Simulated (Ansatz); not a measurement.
# CH₇AlSi₂: small, medium and large basis sets

The task here is to estimate one member of a computed series from the others.

The runs use Ansatz 0.2.0, Gaussian basis; one geometry, several basis sets.

The runs, in order: PBE0-D4/def2-SVP; ωB97M-V/def2-SVP; PBE0-D4/def2-QZVPP; ωB97M-V/def2-QZVPP; the functionals' def2-TZVPP values are taken from earlier runs.

## The geometry

An earlier PBE0-D4 in a triple-zeta def2 set relaxation fixed the geometry.

SMILES `[SiH3][CH]1[AlH][SiH2]1`, 11 atoms, charge 0, spin multiplicity 1.

Atoms are counted from 1 here; the program's logs count them from 0.

Bond lengths: Si1–C2 1.811 Å, Si1–H5 1.487 Å, Si1–H6 1.483 Å, Si1–H7 1.588 Å, C2–Al3 2.034 Å, C2–Si4 1.890 Å, C2–H8 1.087 Å, Al3–Si4 2.324 Å, Al3–H9 1.576 Å, Si4–H10 1.487 Å, Si4–H11 1.490 Å. Angles: C2–Si1–H5 123.1°, C2–Si1–H6 116.4°, C2–Si1–H7 97.8°, H5–Si1–H6 110.2°, H5–Si1–H7 99.6°, H6–Si1–H7 105.3°, Si1–C2–Al3 84.0°, Si1–C2–Si4 113.4°, Si1–C2–H8 117.6°, Al3–C2–Si4 72.5°, Al3–C2–H8 135.8°, Si4–C2–H8 122.6°, C2–Al3–Si4 50.9°, C2–Al3–H9 137.3°, Si4–Al3–H9 159.3°, C2–Si4–Al3 56.6°, C2–Si4–H10 110.7°, C2–Si4–H11 118.4° and more.

Set-up of the first run:

in.yaml

```yaml
crystal:
  periodic: [false, false, false]
  atoms:
    - {symbol: Si, position_ang: [-0.921729, 1.116100, 0.222761]}
    - {symbol: C, position_ang: [0.668781, 0.469382, -0.351970]}
    - {symbol: Al, position_ang: [0.458342, -0.828373, 1.200026]}
    - {symbol: Si, position_ang: [0.551875, -1.270826, -1.079128]}
    - {symbol: H, position_ang: [-2.153298, 1.105230, -0.611300]}
    - {symbol: H, position_ang: [-0.872357, 2.347199, 1.047926]}
    - {symbol: H, position_ang: [-1.277367, -0.053399, 1.235865]}
    - {symbol: H, position_ang: [1.418838, 1.188325, -0.670987]}
    - {symbol: H, position_ang: [0.840473, -0.876719, 2.728744]}
    - {symbol: H, position_ang: [1.866943, -1.704279, -1.620271]}
    - {symbol: H, position_ang: [-0.515201, -1.549638, -2.081066]}
basis:
  gaussian: {orbitals: def2-SVP}
hamiltonian: {xc: pbe0, dispersion: d4}
output: {orbitals: {seedname: orbitals}}
```

Run with:

```
$ ansatz run in.yaml --threads 2 --pin off --events-out ev --progress --plain --max-ram 4352MiB
```

Steps of the session up to this table: PBE0-D4 in def2-SVP; ωB97M-V in def2-SVP; PBE0-D4 in def2-QZVPP; ωB97M-V in def2-QZVPP.

One table of the session follows, with a row left open; its other results are not shown here.

It belongs to the step «Functionals by basis». 

| functional | basis | HOMO (eV) |
| --- | --- | --- |
| PBE0-D4 | def2-SVP | -6.21 |
| PBE0-D4 | def2-TZVPP | -6.20 |
| PBE0-D4 | def2-QZVPP | -6.20 |
| ωB97M-V | def2-SVP | -8.11 |
| ωB97M-V | def2-TZVPP | -8.13 |
| ωB97M-V | def2-QZVPP | ? |

Q: Estimate the row for ωB97M-V, def2-QZVPP from the others.

As computed: HOMO (eV): -8.14. In the column «HOMO (eV)» it is the lowest.
